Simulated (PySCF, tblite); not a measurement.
# C8H8BF: geometry, infrared bands and NMR shifts

What infrared bands and NMR shifts should C8H8BF (`C=CB1C=CC=CC=C1F`) show?

Computed with tblite 0.8.0 and PySCF 2.14.0, with density-fitted response routines of our own, on a single molecule in the gas phase. Atoms count from 0, in the outputs and in this text.

## Step 1: The molecule as given

18 atoms, charge 0, multiplicity 1; geometry from: force field or distance geometry start.

Bonds of the start (Å): C0–C1 1.32, C1–B2 1.59, B2–C3 1.58, C3–C4 1.33, C4–C5 1.47, C5–C6 1.34, C6–C7 1.47, C7–C8 1.34, C8–F9 1.36, C8–B2 1.56, C0–H10 1.08, C0–H11 1.10, C1–H12 1.09, C3–H13 1.07, C4–H14 1.09, C5–H15 1.09, C6–H16 1.09, C7–H17 1.09.

## Step 2: Relaxing the molecule with GFN2-xTB

The job: settings as JSON, then the geometry in Å.

```
{"job": {"kind": "relax", "xc": "GFN2-xTB", "basis": "xTB"}, "charge": 0, "multiplicity": 1}
C     -3.132100     0.235100     0.411700
C     -2.209800    -0.667800     0.115500
B     -0.669900    -0.316600    -0.079200
C     -0.260900     1.167700    -0.417400
C      0.963300     1.669000    -0.280100
C      2.146400     1.007100     0.281400
C      2.436900    -0.296700     0.314600
C      1.647700    -1.422900    -0.202500
C      0.320500    -1.496900    -0.339800
F     -0.226200    -2.688900    -0.693500
H     -2.907100     1.288400     0.526200
H     -4.173300    -0.078900     0.558900
H     -2.506600    -1.713400     0.075300
H     -1.037200     1.824200    -0.756500
H      1.077400     2.730800    -0.519200
H      2.916900     1.679400     0.663000
H      3.410900    -0.566200     0.713300
H      2.194400    -2.347200    -0.383300
```

The run is started by

```
> OMP_NUM_THREADS=1 python probes_run.py task.json out
```

This one command runs all jobs of the session in turn.

**Question.** This job is followed by: GFN2-xTB harmonic vibrations, gas phase; GIAO PBE0/pcSseg-1 NMR shielding, non-relativistic, gas phase. Predict these results of the whole session: strongest single infrared mode (GFN2-xTB); zero-point energy (GFN2-xTB); 13C shifts against TMS (PBE0/pcSseg-1); 1H shifts against TMS (PBE0/pcSseg-1); 11B shifts against BF3·OEt2 (PBE0/pcSseg-1); 19F shifts against CFCl3 (PBE0/pcSseg-1).

As calculated:

| quantity | value |
| --- | --- |
| strongest single infrared mode (GFN2-xTB) | 1134 cm⁻¹, 221 km/mol |
| zero-point energy (GFN2-xTB) | 84.7 kcal/mol |
| 13C shifts against TMS (PBE0/pcSseg-1) | 201.4, 158.7, 155.3, 149.9, 141.8, 140.2, 140.1, 138.9 ppm |
| 1H shifts against TMS (PBE0/pcSseg-1) | 8.72, 8.39, 8.06, 7.63, 7.59, 7.55, 6.63, 6.57 ppm |
| 11B shifts against BF3·OEt2 (PBE0/pcSseg-1) | 38.0 ppm |
| 19F shifts against CFCl3 (PBE0/pcSseg-1) | -74.1 ppm |

Over 61 steps the energy fell by 0.376 eV; of the close pairs, C6–C7 changed most, 1.469 to 1.408 Å. All 48 modes are real, so the xTB geometry is a minimum. The strongest single mode, at 1134 cm⁻¹, has its largest shares on C8, F9 and B2 (the list is cut at 3 atoms). GFN2-xTB is a fitted tight-binding method: band positions and strengths are rough. Its intensities can rank the bands wrongly. At PBE0/pcSseg-1: The largest span, 297 ppm, is at C3, where the paramagnetic term is -232 ppm. NICS(1)zz of -17 ppm above the planar ring from B2 marks a diatropic (aromatic) ring current.
